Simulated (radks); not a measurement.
# Rh⁴⁺ in [Kr] 4d5: an all-electron calculation

The task here is to estimate one member of a computed series from the others.

The numbers are computed with radks (a radial shooting solver on a logarithmic mesh, Libxc functionals) version 1 (scalar-relativistic Kohn-Sham, SCAN, spin-polarised, spherical densities, finite nucleus; open shells are filled with parallel spins first), except any that are marked as measured or tabulated.

**Starting point**

| Item | Value |
| --- | --- |
| element | rhodium (Z = 45) |
| charge | +4 |
| electrons | 41 |
| configuration | [Kr] 4d5 |
| nuclear rms radius | 4.4945 fm |

Outer shells as boxes (Hund's rule):

Rh⁴⁺
```
[Kr] core
4d [↑ ][↑ ][↑ ][↑ ][↑ ]
```

Set-up of the first run:

The run's settings:

```text
Z 45
configuration [Kr] 4d5
relativity scalar-relativistic
functional scan,scan
spin polarised
nucleus finite rms 4.4945 fm
c 137.035999084
```

On the command line:

```console
> python run_ks.py task.json out
```

The same process makes all the runs of this session.

Among the steps run: Self-consistent calculation.

One table of the session follows, with a row left open; its other results are not shown here.

It belongs to the step «Shells». Sizes of the orbitals, from the radial functions (bohr):

```
  level      <r>  outermost maximum (interpolated)  90 % within  nodes
  1s up  0.03263                            0.0212       0.0585      0
1s down  0.03263                            0.0212       0.0585      0
  2s up   0.1418                             0.120        0.219      1
2s down   0.1418                             0.120        0.219      1
  2p up   0.1237                            0.0958        0.201      0
2p down   0.1237                            0.0958        0.201      0
  3s up   0.3895                             0.351        0.574      2
3s down   0.3896                             0.351        0.574      2
  3p up   0.3898                             0.344        0.587      1
3p down   0.3898                             0.344        0.587      1
  3d up   0.3702                             0.292        0.587      0
3d down   0.3701                             0.292        0.587      0
  4s up   0.9718                             0.883         1.40      3
4s down   0.9659                             0.875         1.40      3
  4p up    1.055                             0.941         1.54      2
4p down    1.049                             0.932         1.54      2
  4d up    1.295                              1.09         1.97      1
4d down        ?                                 ?            ?      ?
```

Q: Estimate the row for 4d down from the others.

As computed: <r>: 1.296; outermost maximum (interpolated): 1.08; 90 % within: 1.99; nodes: 1. In the column «<r>» it is the highest.

Caveats from the session: Open shells are spherical and high-spin; term and fine-structure splittings are not resolved.
